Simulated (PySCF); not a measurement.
# [La(CO)]2+: other functionals and bases at one geometry

The task here is to estimate one member of a computed series from the others.

Method: several levels, as the steps say, no spin–orbit coupling; program: PySCF 2.14.0.

1 further run of the same task is left out (for a known fault of the program).

## Where the work starts

3 atoms, charge 2, spin multiplicity 1.

Bond lengths: La1–C2 2.992 Å, C2–O3 1.116 Å. Angles: La1–C2–O3 180.0°.

Geometry (Å):

```
La    0.0000    0.0000   -0.7902
C     0.0000    0.0000    2.2022
O     0.0000    0.0000    3.3183
```

Formal oxidation states: La +2. Each metal's 1 4f electrons lie in its core potential, so multiplicities, spins and levels count the valence alone. For divalent La, Ce, Gd or Lu the extra electron is normally 5d or 6s, so this core forces an excited configuration. An earlier session relaxed this geometry at PBE0, La lcecp-0-SVP with ECP47, C def2-SVP, O def2-SVP (singlet, point group C∞v).

At PBE0 on the finer grid: E = -138.599190 Eh, frontier levels not given, since the 4f levels lie in the core, Mulliken charge on La1 +1.86 e, largest force component 0.003 eV/Å. 

Levels to run: TPSS; PBE; PBE0, TZVP. Hardware: 2 threads of Arm Neoverse V1, shared host.

Set-up of the first run:

The input, run.py (the lines that set the calculation):

```python
mol = gto.M(atom='''
La     0.00000     0.00000    -0.79022
C      0.00000     0.00000     2.20216
O      0.00000     0.00000     3.31827''',
    basis={'La': 'lcecp-0-SVP', 'C': 'def2-SVP', 'O': 'def2-SVP'},
    ecp={'La': 'lcecp-0-SVP'},
    charge=2, spin=0)
mf = dft.RKS(mol, xc='TPSS')
mf.grids.atom_grid = (75, 302)  # f atoms: unpruned, at least (60, 302)
mf = mf.density_fit()  # fitting sets: La AutoAux, C def2-universal-JKFIT, O def2-universal-JKFIT
mf.conv_tol = 1e-08; mf.max_cycle = 55
mf.kernel(dm0)  # dm0: the density of the relaxed state
```

Command:

```sh
> OMP_NUM_THREADS=2 python run.py
```

Among the steps run: TPSS; PBE; PBE0, TZVP.

One of the session's tables, all rows but one given; the rest of the session is left out.

```
              level  charge on La1 (e)  dipole (D)  largest force component (eV/Å)
PBE0 (relaxed here)               1.86        3.29                            0.00
               TPSS                  ?           ?                               ?
                PBE               1.82        2.96                            1.88
         PBE0, TZVP               1.90        3.27                            0.65
```

Estimate the missing values for TPSS.

The run gave: charge on La1 (e): 1.84; dipole (D): 3.09; largest force component (eV/Å): 1.57. In the column «charge on La1 (e)» it lies between PBE (1.82) and PBE0 (relaxed here) (1.86).

The dipole of a charged species depends on the origin, so these sizes hold for this origin alone.

The largest leftover force, 1.88 eV/Å with PBE, stands at a geometry relaxed at another level. With 4f in the core, its levels are missing from HOMO and gap, and its count is fixed, so no charge can pass from the ligands into it. Total energies of different levels can't be compared.
